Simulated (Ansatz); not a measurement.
# H2SeS: functionals against CCSD(T) at one geometry

An exercise on one series of results from a longer session: the logs are not shown, and one member is left open.

Program: Ansatz 0.2.0, Gaussian basis. Level of theory: single points in def2-TZVPP. These are calculated values, not measurements.

Cores are frozen in the correlated methods. Filled d shells of the heavier atoms are correlated.

## Where the work starts

SMILES `S[SeH]`, 4 atoms, charge 0, spin multiplicity 1.

Atoms are counted from 1 here; the program's logs count them from 0.

Bond lengths: S1–Se2 2.111 Å, S1–H3 1.309 Å, Se2–H4 1.809 Å. Angles: Se2–S1–H3 92.3°, S1–Se2–H4 83.6°.

Coordinates:

```xyz
4

S    -0.1587   -0.9064    0.5750
Se   -0.6231    0.3224   -1.0776
H     1.0301   -1.1830    0.1033
H     0.0320    1.6391   -0.0249
```

Set-up of the first run:

Input file run/in.yaml:

```yaml
crystal:
  periodic: [false, false, false]
  atoms:
    - {symbol: S, position_ang: [-0.158700, -0.906400, 0.575000]}
    - {symbol: Se, position_ang: [-0.623100, 0.322400, -1.077600]}
    - {symbol: H, position_ang: [1.030100, -1.183000, 0.103300]}
    - {symbol: H, position_ang: [0.032000, 1.639100, -0.024900]}
basis:
  gaussian: {orbitals: def2-TZVPP}
correlation: {method: ccsd_t}
output: {forces: true}
```

The command line of these runs was not kept.

Among the steps run: CCSD(T)/def2-TZVPP; PBE0-D4/def2-TZVPP; wB97M-V/def2-TZVPP; r2SCAN-D4/def2-TZVPP; PBE-D4/def2-TZVPP; LC-wPBE/def2-TZVPP; SPW92/def2-TZVPP.

One table of the session follows, with a row left open; its other results are not shown here.

```
   method  RMS force component (eV/Å)  angle to CCSD(T) forces (°)  dipole (D)
  CCSD(T)                       1.619                    reference        0.90
  PBE0-D4                           ?                            ?           ?
  wB97M-V                       1.688                          4.4        0.90
r2SCAN-D4                       1.618                          4.5        0.95
   PBE-D4                       1.574                          7.0        0.90
  LC-wPBE                       1.747                         11.0        0.99
    SPW92                       1.542                          9.6        0.99
```

**Question.** Estimate the row for PBE0-D4.

As computed: RMS force component (eV/Å): 1.639; angle to CCSD(T) forces (°): 5.5; dipole (D): 0.94. In the column «RMS force component (eV/Å)» it lies between CCSD(T) (1.619) and wB97M-V (1.688).
